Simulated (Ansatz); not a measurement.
# MgHgO2: a single-point run

Aim: a sound single-point run of MgHgO2. The structure is shown as the input types it. The cell is built on a prototype (ordering on zincblende) and needn't be the phase found in nature.

Computed with Ansatz 0.2.0 (density functional or hybrid calculation with the settings of its input, plane waves (as first typed), unless a step's input says otherwise).

1 further run of the same task is left out (for a known fault of the program).

## (1) The structure to begin with

It takes space group P-4m2 (No. 115, tetragonal). The conventional cell has a = 3.388 Å, b = 3.388 Å, c = 5.039 Å, α = 90.00°, β = 90.00°, γ = 90.00°. Mg (site symmetry -4m2) is surrounded by 4 O at 1.98 Å. Around O (site symmetry 2mm) lie 2 Mg at 1.98 Å and 2 Hg at 2.26 Å. Around Hg (site symmetry -4m2) lie 4 O at 2.26 Å.

Coordinates:

```
Mg O Hg
1.0
     3.38785    0.00000    0.00000
     0.00000    3.38785    0.00000
     0.00000    0.00000    5.03950
Mg O Hg
1 2 1
Direct
  0.00000 0.00000 0.00000
  0.00000 0.50000 0.20232
  0.50000 0.00000 0.79768
  0.50000 0.50000 0.50000
```

## (2) Input and run

input.yaml reads:

```yaml
crystal:
  lattice:
    - [3.3878496251, 0.0, 0.0]
    - [0.0, 3.3878496251, 0.0]
    - [0.0, 0.0, 5.0394973193]
  atoms:
    - { symbol: Mg, position: [0.0, 0.0, 0.0] }
    - { symbol: O, position: [0.0, 0.5, 0.2023172479] }
    - { symbol: Hg, position: [0.5, 0.5, 0.5] }
    - { symbol: O, position: [0.5, 0.0, 0.7976827521] }
kpoints:
  mp_grid: { grid: [6, 6, 4] }
hamiltonian:
  xc: pbe
scf:
  occupations: { method: fermi_dirac, width: 0.02 }
  n_extra_bands: 5
  convergence: { dr2_threshold: 1.0 }
  max_iter: 78
output:
  forces: true
  stress: true
  eigenvalues: true
```

Run with:

```bash
$ ansatz run input.yaml --threads 4 --pin off --max-ram 3686MiB --backend cpu --events-out ev --progress --plain --runs-dir out
```

What happens when this is run?

This run ends as converged, with warnings (force scf threshold loose, stress scf threshold loose). Its log warns: «scf.convergence.dr2_threshold = 1e0 eV is looser than this run's default, which is 1e-7 eV or tighter. The error in the forces grows as the threshold's square root ...»

The threshold asked is loose, but the program put off the close and ended at dr2 = 3.8e-7, so little accuracy was lost here.

To check: delete scf.convergence.dr2_threshold (the default then holds).
